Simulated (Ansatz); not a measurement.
# GaH7SSi2: one species, many methods

Aim: compute GaH7SSi2 with functionals from several rungs and with coupled cluster. The yardstick is the atomisation energy at the CCSD(T) limit.

The runs use Ansatz 0.2.0, Gaussian basis; functionals in def2-TZVPP, the program's frozen cores in correlated methods.

Plan: LDA (SPW92), PBE-D4, revPBE-D4, BLYP-D4, r2SCAN-D4, B97M-V, PBE0-D4, B3LYP-D4, r2SCANh-D4, r2SCAN0-D4, HSE06-D4, BHLYP-D4, CAM-B3LYP-D4, LC-ωPBE, ωB97X-V, ωB97M-V, B2PLYP, PBE-QIDH; CCSD(T)/def2-SVP; CCSD(T)/def2-TZVPP; MP2/def2-QZVPP; extrapolation to the limit; RPA on PBE.

## 1. The geometry

The geometry comes from an earlier relaxation with PBE0-D4 in a triple-zeta def2 set; it is a stationary point, not always the lowest conformer.

SMILES `[SiH3][SiH2][S][GaH2]`, 11 atoms, charge 0, spin multiplicity 1.

Atoms are counted from 1 here; the program's logs count them from 0.

Bond lengths: Si1–Si2 2.350 Å, Si1–H5 1.486 Å, Si1–H6 1.489 Å, Si1–H7 1.489 Å, Si2–S3 2.145 Å, Si2–H8 1.489 Å, Si2–H9 1.487 Å, S3–Ga4 2.200 Å, Ga4–H10 1.558 Å, Ga4–H11 1.563 Å. Angles: Si2–Si1–H5 111.8°, Si2–Si1–H6 109.4°, Si2–Si1–H7 109.6°, H5–Si1–H6 108.4°, H5–Si1–H7 108.8°, H6–Si1–H7 108.7°, Si1–Si2–S3 113.4°, Si1–Si2–H8 110.0°, Si1–Si2–H9 109.4°, S3–Si2–H8 110.5°, S3–Si2–H9 105.6°, H8–Si2–H9 107.7°, Si2–S3–Ga4 100.9°, S3–Ga4–H10 115.6°, S3–Ga4–H11 117.6°, H10–Ga4–H11 126.8°.

## 2. LDA

This LDA is Slater exchange with PW92 correlation.

Input file in.yaml:

```yaml
crystal:
  periodic: [false, false, false]
  atoms:
    - {symbol: Si, position_ang: [-1.392124, 0.971898, 0.041430]}
    - {symbol: Si, position_ang: [-0.071225, -0.443481, 1.372905]}
    - {symbol: S, position_ang: [1.987484, -0.503831, 0.772142]}
    - {symbol: Ga, position_ang: [1.780333, -0.677682, -1.411617]}
    - {symbol: H, position_ang: [-2.120231, 0.217411, -1.011426]}
    - {symbol: H, position_ang: [-2.391773, 1.667247, 0.898169]}
    - {symbol: H, position_ang: [-0.527591, 1.993499, -0.610381]}
    - {symbol: H, position_ang: [-0.649719, -1.815326, 1.388250]}
    - {symbol: H, position_ang: [-0.063827, 0.059614, 2.772704]}
    - {symbol: H, position_ang: [3.114814, -0.785796, -2.208167]}
    - {symbol: H, position_ang: [0.333868, -0.683543, -2.004010]}
basis:
  gaussian: {orbitals: def2-TZVPP}
hamiltonian: {xc: lda}
output: {orbitals: {seedname: orbitals}}
```

Started as:

```console
$ ansatz run in.yaml --threads 4 --pin off --events-out ev --progress --plain --max-ram 10444MiB
```

The runs that follow: PBE-D4 (GGA); revPBE-D4 (GGA); BLYP-D4 (GGA); r2SCAN-D4 (meta-GGA); B97M-V (meta-GGA); B3LYP-D4 (hybrid); r2SCANh-D4 (hybrid); r2SCAN0-D4 (hybrid); HSE06-D4 (hybrid); BHLYP-D4 (hybrid); CAM-B3LYP-D4 (range-separated); LC-ωPBE (range-separated); ωB97X-V (range-separated); ωB97M-V (range-separated); B2PLYP (double hybrid); PBE-QIDH (double hybrid); CCSD(T) in def2-SVP; CCSD(T) in def2-TZVPP; MP2 in def2-QZVPP; RPA on PBE orbitals.

**Question.** What will the summary of the whole plan be? Wanted: atomisation energy, CCSD(T)/CBS; farthest beyond LDA; mean size of error, GGA; mean size of error, meta-GGA; mean size of error, hybrid; mean size of error, range-separated; mean size of error, double hybrid; gap, smallest and largest; T1 diagnostic.

The runs gave:

| quantity | value |
| --- | --- |
| atomisation energy, CCSD(T)/CBS | 31.734 eV |
| functionals within 0.317 eV (1.0 %) | r2SCAN-D4, r2SCANh-D4, r2SCAN0-D4, CAM-B3LYP-D4, ωB97X-V, ωB97M-V |
| farthest beyond LDA | revPBE-D4 (-0.950 eV) |
| mean size of error, GGA | 0.760 eV |
| mean size of error, meta-GGA | 0.167 eV |
| mean size of error, hybrid | 0.362 eV |
| mean size of error, range-separated | 0.313 eV |
| mean size of error, double hybrid | 0.620 eV |
| gap, smallest and largest | 3.75 eV (LDA (SPW92)), 10.34 eV (LC-ωPBE) |
| T1 diagnostic | 0.0137 |
| triples share of the correlation energy | 4.0 % |

In words: LDA overbinds by 3.248 eV (10 %). PBE-D4 is off by -0.525 eV. Double hybrids carry the basis error of their MP2 part in triple zeta, and no dispersion term here, so their miss is partly the set-up's. The rungs meta-GGA, range-separated miss on average by less than the doubt on the reference (0.317 eV), so they tie. The reference freezes the cores and leaves out relativity and excitations past (T), and its outer-core shells are covered unevenly, so misses under about 0.317 eV can't be ranked. Hartree-Fock recovers 75 % of the binding; the rest is correlation. CCSD(T) in def2-SVP is off by -2.362 eV, which most functionals beat. Orbital gaps span 3.8 to 10.3 eV; exact exchange widens them. Correlated methods include outer-core shells of Ga, which these sets cover unevenly.
